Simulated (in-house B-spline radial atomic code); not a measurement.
**La⁵⁶⁺: ionisation energy by several methods**

Aim: the ionisation energy of La⁵⁶⁺ by several methods, each as the difference of two self-consistent energies (La⁵⁶⁺ and the next ion, bare nucleus).

Program: in-house B-spline radial atomic code version 1. Level of theory: scalar-relativistic (X2C), several functionals, spin-polarised; spherical all-electron atom at the radial basis limit. These are calculated values, not measurements, unless marked.

### Step 1. Starting point

```
element       : lanthanum (Z = 57)
charge        : +56
electrons     : 1
configuration : 1s1
nucleus       : Fermi, rms radius 4.855 fm
```

Where spins are not typed, each open shell is filled with up spins first.

### Step 2. BHandHLYP, a global hybrid

Settings, as recorded:

```ini
Z = 57
electrons = 1.0
configuration = 1s1
hamiltonian = x2c
method = bhandhlyp
spin_polarised = True
nucleus = fermi
rms_radius = 4.855
mass_number = 139
atomic_mass = 138.906362927
speed_of_light = 137.035999084
```

### Step 3. fractional-occupation HF

The settings differ from step 2 so:

```diff
@@ -4,3 +4,3 @@
 hamiltonian = x2c
-method = bhandhlyp
+method = hf,
 spin_polarised = True
```

### Step 4. AM05, a GGA

The settings differ from step 3 so:

```diff
@@ -4,3 +4,3 @@
 hamiltonian = x2c
-method = hf,
+method = am05
 spin_polarised = True
```

### Step 5. B3LYP, a global hybrid

The settings differ from step 4 so:

```diff
@@ -4,3 +4,3 @@
 hamiltonian = x2c
-method = am05
+method = b3lyp
 spin_polarised = True
```

### Step 6. B97-1, a global hybrid

The settings differ from step 5 so:

```diff
@@ -4,3 +4,3 @@
 hamiltonian = x2c
-method = b3lyp
+method = b97_1
 spin_polarised = True
```

### Step 7. CAM-B3LYP, a range-separated hybrid

The settings differ from step 6 so:

```diff
@@ -4,3 +4,3 @@
 hamiltonian = x2c
-method = b97_1
+method = camb3lyp
 spin_polarised = True
```

### Step 8. BLYP, a GGA

The settings differ from step 7 so:

```diff
@@ -4,3 +4,3 @@
 hamiltonian = x2c
-method = camb3lyp
+method = b88,lyp
 spin_polarised = True
```

**Question.** The tabulated ionisation energy is 46245.8 ± 0.03 eV (tabulated theoretical; NIST Atomic Spectra Database). What does each method give, and which comes nearest?

As calculated:

| method | rung | total energy (hartree) | ΔSCF (eV) | −ε highest (eV) | ΔSCF less tabulated (eV) |
| --- | --- | --- | --- | --- | --- |
| AM05 | GGA | -1699.4530 | 46244.5 | 45854.4 (1s up) | -1.3 |
| BLYP | GGA | -1701.5301 | 46301.0 | 45906.7 (1s up) | +55.2 |
| BHandHLYP | global hybrid | -1701.4786 | 46299.6 | 46102.4 (1s up) | +53.8 |
| B3LYP | global hybrid | -1701.3049 | 46294.9 | 45980.5 (1s up) | +49.1 |
| B97-1 | global hybrid | -1701.4888 | 46299.9 | 45984.3 (1s up) | +54.1 |
| CAM-B3LYP | range-separated hybrid | -1701.4881 | 46299.8 | 45983.3 (1s up) | +54.1 |
| fractional-occupation HF | Hartree-Fock | -1701.4278 | 46298.2 | 46298.2 (1s up) | +52.4 |

What this shows: Against the tabulated ionisation energy, 46245.8 ± 0.03 eV (tabulated theoretical; NIST Atomic Spectra Database), the best here is AM05 (-1.3 eV) and the worst BLYP (+55.2 eV, or 0.12 %). Mean absolute error by rung (exchange-only levels left out): GGA 28.26 eV, global hybrid 52.34 eV, range-separated hybrid 54.08 eV. Relativistic terms that these runs lack can be as large as the gaps between close methods, so the nearest may be so by luck. Spin-orbit coupling is left out.
